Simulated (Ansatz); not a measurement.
# C2H5FO2SSn: the cost of one run

Method: RKS PBE/def2-SVP, in Ansatz 0.2.0.

### Step 1. The starting structure

Bond lengths: O1–Sn2 1.978 Å, Sn2–S3 2.390 Å, Sn2–C4 2.050 Å, C4–C5 1.472 Å, C5–F6 1.408 Å, Sn2–O7 2.005 Å, C5–O7 1.421 Å, O1–H8 0.956 Å, S3–H9 1.381 Å, C4–H10 1.147 Å, C4–H11 1.171 Å, C5–H12 1.087 Å. Angles (14 of 21 angles, heavy atoms first): O1–Sn2–S3 116.0°, O1–Sn2–C4 119.3°, O1–Sn2–O7 114.1°, S3–Sn2–C4 116.5°, S3–Sn2–O7 113.8°, C4–Sn2–O7 67.9°, Sn2–C4–C5 92.7°, C4–C5–F6 109.8°, C4–C5–O7 103.0°, F6–C5–O7 109.1°, Sn2–O7–C5 96.2°, Sn2–O1–H8 103.7°, Sn2–S3–H9 94.6°, Sn2–C4–H10 113.7°.

Coordinates:

```xyz
12

O    -0.1582   -1.9315   -1.7977
Sn    0.4012   -0.8498   -0.2394
S     1.4591   -2.0434    1.5399
C    -0.7052    0.7920    0.2907
C     0.2822    1.7273   -0.2728
F     0.7830    2.5619    0.7446
O     1.3201    0.8660   -0.7215
H    -0.8898   -2.4482   -1.4630
H     0.3321   -2.7701    1.8705
H    -0.9107    0.8646    1.4172
H    -1.7379    0.8197   -0.2607
H    -0.0989    2.3563   -1.0739
```

### Step 2. Relaxing end A

input.yaml reads:

```yaml
crystal:
  periodic: [false, false, false]
  atoms:
    - { symbol: O, position_ang: [-0.1582, -1.9315, -1.7977] }
    - { symbol: Sn, position_ang: [0.4012, -0.8498, -0.2394] }
    - { symbol: S, position_ang: [1.4591, -2.0434, 1.5399] }
    - { symbol: C, position_ang: [-0.7052, 0.792, 0.2907] }
    - { symbol: C, position_ang: [0.2822, 1.7273, -0.2728] }
    - { symbol: F, position_ang: [0.783, 2.5619, 0.7446] }
    - { symbol: O, position_ang: [1.3201, 0.866, -0.7215] }
    - { symbol: H, position_ang: [-0.8898, -2.4482, -1.463] }
    - { symbol: H, position_ang: [0.3321, -2.7701, 1.8705] }
    - { symbol: H, position_ang: [-0.9107, 0.8646, 1.4172] }
    - { symbol: H, position_ang: [-1.7379, 0.8197, -0.2607] }
    - { symbol: H, position_ang: [-0.0989, 2.3563, -1.0739] }
basis:
  gaussian: { orbitals: def2-SVP }
hamiltonian:
  xc: pbe
relax:
  f_tol: 0.015
  max_steps: 40
output:
  orbitals: {}
```

The run is started by

```bash
> ansatz run input.yaml --threads 2 --pin off --max-ram 3072MiB --backend cpu --events-out ev --progress --plain --runs-dir out
```

Q: Estimate wall time and peak memory on 2 threads of Arm Neoverse V1, shared host.

About 89 s, with a peak of 0.2 GiB.
